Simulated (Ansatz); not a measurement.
This geometry of a periodic cell of 17 atoms, LiP$_{16}$ (host P, host structure Cmce, interstitial Li) is a first-order saddle point.

All numbers below come from DFT LDA, scalar-relativistic, plane waves, PAW (Ansatz 0.2.0). Settings: cutoff 420 eV, k mesh 2x2x2, fermi-dirac smearing 0.05 eV, spin collinear.

```xyz
17
Lattice="1.6561 5.2040 4.3500 1.6561 -5.2040 4.3500 6.6242 0.0000 0.0000" Properties=species:S:1:pos:R:3
P 3.248 1.246 4.725
P 1.510 -1.281 2.599
P 1.572 4.189 4.018
P 1.580 0.800 1.807
P 6.595 1.084 4.687
P 4.963 -1.020 2.514
P 5.012 3.927 3.912
P 4.935 1.112 1.832
P 4.951 -4.409 4.734
P 4.923 -0.890 6.973
P 3.250 -0.846 3.880
P 4.946 1.217 6.173
P 8.236 -4.084 4.682
P 8.303 -1.086 6.764
P 6.516 -1.095 4.115
P 8.220 1.095 6.201
Li 4.069 -2.316 5.405
```

Question: Which two structures does it join? (They come from a converged band through this point; their orientation in space is the band's.)

Answer: The atom that moves furthest is Li17, by 1.55 Å; four of its nearest neighbours are P9 2.26, P10 2.28, P11 2.35, P15 2.43 Å at the first end and P4 2.27, P11 2.28, P10 2.35, P14 2.41 Å at the last.

Image 0:

```xyz
17
Lattice="1.6561 5.2040 4.3500 1.6561 -5.2040 4.3500 6.6242 0.0000 0.0000" Properties=species:S:1:pos:R:3
P 3.258 1.201 4.776
P 1.572 -1.186 2.595
P 1.571 4.137 4.027
P 1.617 0.927 1.789
P 6.597 1.149 4.739
P 4.950 -0.985 2.538
P 4.999 3.845 3.932
P 4.922 1.120 1.794
P 4.944 -4.487 4.707
P 4.922 -0.933 6.988
P 3.272 -0.910 3.975
P 4.949 1.203 6.232
P 8.236 -4.113 4.661
P 8.282 -1.124 6.781
P 6.564 -0.994 4.073
P 8.224 1.076 6.250
Li 4.798 -2.270 5.141
```

Image 6:

```xyz
17
Lattice="1.6561 5.2040 4.3500 1.6561 -5.2040 4.3500 6.6242 0.0000 0.0000" Properties=species:S:1:pos:R:3
P 3.239 1.197 4.634
P 1.534 -1.368 2.586
P 1.581 4.224 3.984
P 1.590 0.713 1.823
P 6.587 1.070 4.612
P 4.958 -1.076 2.497
P 4.957 4.023 3.928
P 4.918 1.086 1.870
P 4.915 -4.274 4.738
P 4.914 -0.910 6.896
P 3.264 -0.941 3.887
P 4.932 1.201 6.089
P 8.234 -4.082 4.737
P 8.244 -0.987 6.803
P 6.530 -1.133 4.089
P 8.213 1.153 6.126
Li 3.373 -2.266 5.744
```

Question: How far does it lie above each of them?

Answer: 0.071 eV above the first and 0.071 eV above the second. This is the barrier of this one path; another mechanism may lie lower. Limits of this set-up: coarse k mesh, a small cell, in which the defect meets its images, a typed lattice constant that wasn't relaxed here.

Run time: 2.5 min on 2 threads of INTEL(R) XEON(R) PLATINUM 8581C CPU @ 2.10GHz (Emerald Rapids), with other jobs on the host, peak memory 1.5 GiB.
